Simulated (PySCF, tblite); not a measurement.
**C5H10ClFSi2: geometry, infrared bands and NMR shifts**

What infrared bands and NMR shifts should C5H10ClFSi2 (`C[SiH2]C1=C(Cl)C[SiH2][C@H]1F`) show?

Computed with tblite 0.8.0 and PySCF 2.14.0, with density-fitted response routines of our own, on a single molecule in the gas phase. Atoms are numbered from 0 throughout.

**1. The starting structure**

19 atoms, charge 0, multiplicity 1; geometry from: force field or distance geometry start.

Bonds of the start (Å): C0–Si1 1.84, Si1–C2 1.87, C2–C3 1.29, C3–Cl4 1.81, C3–C5 1.46, C5–Si6 1.88, Si6–C7 1.89, C7–F8 1.35, C7–C2 1.46, C0–H9 1.12, C0–H10 1.09, C0–H11 1.12, Si1–H12 1.48, Si1–H13 1.46, C5–H14 1.10, C5–H15 1.11, Si6–H16 1.45, Si6–H17 1.46, C7–H18 1.12.

**2. Optimising the geometry with GFN2-xTB**

Job settings and geometry (Å):

```
{"job": {"kind": "relax", "xc": "GFN2-xTB", "basis": "xTB"}, "charge": 0, "multiplicity": 1}
C      2.848200     0.479400     0.178700
Si     1.711100    -0.961000     0.351200
C     -0.037900    -0.350100     0.090700
C     -1.006100    -1.153100    -0.194200
Cl    -0.721000    -2.932000    -0.314300
C     -2.337600    -0.595600    -0.383400
Si    -2.189700     0.957000     0.664100
C     -0.363700     1.073000     0.182100
F      0.383200     1.790200     1.047300
H      2.737600     1.095900     1.105400
H      3.897400     0.233300     0.008300
H      2.442400     1.109900    -0.657300
H      1.829300    -1.529000     1.708400
H      2.055800    -1.951100    -0.668300
H     -2.442200    -0.247300    -1.417100
H     -3.168600    -1.234600    -0.025300
H     -2.972100     2.060000     0.153900
H     -2.315900     0.692300     2.091600
H     -0.360000     1.472100    -0.868700
```

Run with:

```bash
> OMP_NUM_THREADS=1 python probes_run.py task.json out
```

The driver reads the jobs from task.json and runs them one after another.

**Question.** This job is followed by: GFN2-xTB harmonic vibrations, gas phase; GIAO PBE0/pcSseg-1 NMR shielding, non-relativistic, gas phase. Predict these results of the whole session: strongest single infrared mode (GFN2-xTB); zero-point energy (GFN2-xTB); 13C shifts against TMS (PBE0/pcSseg-1); 1H shifts against TMS (PBE0/pcSseg-1, means over atoms taken as alike); 29Si shifts against TMS (PBE0/pcSseg-1); 35Cl shifts against HCl (PBE0/pcSseg-1); 19F shifts against CFCl3 (PBE0/pcSseg-1).

The runs gave:

| quantity | value |
| --- | --- |
| strongest single infrared mode (GFN2-xTB) | 2216 cm⁻¹, 311 km/mol |
| zero-point energy (GFN2-xTB) | 80.6 kcal/mol |
| 13C shifts against TMS (PBE0/pcSseg-1) | 163.2, 145.0, 95.3, 25.7, -8.6 ppm |
| 1H shifts against TMS (PBE0/pcSseg-1, means over atoms taken as alike) | 5.85, 4.72, 4.64, 4.47, 4.44, 2.31, 2.00, 0.38 ppm |
| 29Si shifts against TMS (PBE0/pcSseg-1) | -33.7, -53.8 ppm |
| 35Cl shifts against HCl (PBE0/pcSseg-1) | 280 ppm |
| 19F shifts against CFCl3 (PBE0/pcSseg-1) | -218.0 ppm |

What this shows: Relaxing lowered the energy by 0.706 eV in 118 steps; the close pair that moved most is C3–Cl4, from 1.806 to 1.727 Å. No mode is imaginary among the 51: a minimum at this level. The strongest single mode, at 2216 cm⁻¹, moves mainly H13. Unscaled tight-binding wavenumbers are off by several per cent, some by more. Its intensities can rank the bands wrongly. H18 (hydrogen on an allylic sp3 CH bonded to F and Si) lies farthest downfield among hydrogen, at 5.85 ppm; its carbon carries F, an electronegative neighbour. At PBE0/pcSseg-1: The largest span, 469 ppm, is at Cl4, where the paramagnetic term is -479 ppm.
